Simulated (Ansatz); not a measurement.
# Niobium pentachloride (NbCl₅): vertical ionisation energy

An exercise on one series of results from a longer session: the logs are not shown, and one member is left open.

Method: unrestricted cation, the program's frozen cores in correlated methods; program: Ansatz 0.2.0, Gaussian basis.

Levels to be run: UKS PBE-D4/def2-TZVPP; UKS r2SCAN-D4/def2-TZVPP; UKS PBE0-D4/def2-TZVPP; UKS B3LYP-D4/def2-TZVPP; UKS B2PLYP/def2-TZVPP; UHF-CCSD(T)/def2-TZVPP; UHF-MP2/def2-QZVPP; extrapolation to the limit; then −ε(HOMO) from the neutral's earlier runs with LDA (SPW92), PBE-D4, revPBE-D4, BLYP-D4, r2SCAN-D4, B97M-V, PBE0-D4, B3LYP-D4, r2SCANh-D4, r2SCAN0-D4, HSE06-D4, BHLYP-D4, CAM-B3LYP-D4, LC-ωPBE, ωB97X-V, ωB97M-V.

2 further runs of the same task are left out: 2 that didn't finish.

## The relaxed structure

All runs share one geometry, relaxed beforehand with PBE0-D4 in a triple-zeta def2 set. Nb takes the def2 core potential; no spin-orbit term is included.

SMILES `[Cl][Nb]([Cl])([Cl])([Cl])[Cl]`, 6 atoms, charge 0, spin multiplicity 1.

Atoms are counted from 1 here; the program's logs count them from 0.

Bond lengths: Cl1–Nb2 2.261 Å, Nb2–Cl3 2.313 Å, Nb2–Cl4 2.261 Å, Nb2–Cl5 2.313 Å, Nb2–Cl6 2.261 Å. Angles: Cl1–Nb2–Cl3 90.0°, Cl1–Nb2–Cl4 120.0°, Cl1–Nb2–Cl5 90.0°, Cl1–Nb2–Cl6 120.0°, Cl3–Nb2–Cl4 90.0°, Cl3–Nb2–Cl5 180.0°, Cl3–Nb2–Cl6 90.0°, Cl4–Nb2–Cl5 90.0°, Cl4–Nb2–Cl6 120.0°, Cl5–Nb2–Cl6 90.0°.

Set-up of the first run:

The input, in.yaml:

```yaml
crystal:
  periodic: [false, false, false]
  atoms:
    - {symbol: Cl, position_ang: [-1.102366, -0.012065, -1.978226]}
    - {symbol: Nb, position_ang: [0.007044, -0.010660, -0.007665]}
    - {symbol: Cl, position_ang: [-1.918388, -0.694352, 1.076616]}
    - {symbol: Cl, position_ang: [1.066760, -1.880656, 0.695024]}
    - {symbol: Cl, position_ang: [1.932280, 0.672847, -1.092398]}
    - {symbol: Cl, position_ang: [0.056870, 1.860885, 1.260550]}
basis:
  gaussian: {orbitals: def2-TZVPP}
total_charge: 1
magnetization: {spin_polarized: true, initial_magnetization: 1}
hamiltonian: {xc: pbe, dispersion: d4}
```

Run with:

```
> ansatz run in.yaml --threads 2 --pin off --events-out ev --progress --plain --max-ram 22528MiB --backend cpu
```

Steps of the session up to this table: Cation, UKS PBE-D4/def2-TZVPP; Cation, UKS r2SCAN-D4/def2-TZVPP; Cation, UKS PBE0-D4/def2-TZVPP; Cation, UKS B3LYP-D4/def2-TZVPP; Cation, UKS B2PLYP (frozen core)/def2-TZVPP; Cation, UHF-CCSD(T)/def2-TZVPP; Cation, UHF-MP2/def2-QZVPP.

One table of the session follows, with a row left open; its other results are not shown here.

It belongs to the step «Ionisation energies side by side». For comparison, −ε(HOMO) of the neutral from earlier runs:

```
  functional  −ε(HOMO) (eV)
 LDA (SPW92)           7.96
      PBE-D4           7.81
   revPBE-D4           7.75
     BLYP-D4           7.62
   r2SCAN-D4           8.18
      B97M-V           8.26
     PBE0-D4           9.17
    B3LYP-D4           8.88
  r2SCANh-D4           8.67
  r2SCAN0-D4              ?
    HSE06-D4           8.77
    BHLYP-D4          10.37
CAM-B3LYP-D4          10.49
     LC-ωPBE          11.92
     ωB97X-V          11.54
     ωB97M-V          11.36
```

Estimate the missing values for r2SCAN0-D4.

Worked estimate for «−ε(HOMO) (eV)». Against the share of exact exchange, r2SCAN-D4 (0, 8.18), r2SCANh-D4 (0.1, 8.67) give a slope of 4.90 per unit share; at 0.25 the line stands at 9.40.

As computed: −ε(HOMO) (eV): 9.41. In «−ε(HOMO) (eV)» the line misses by -0.01.
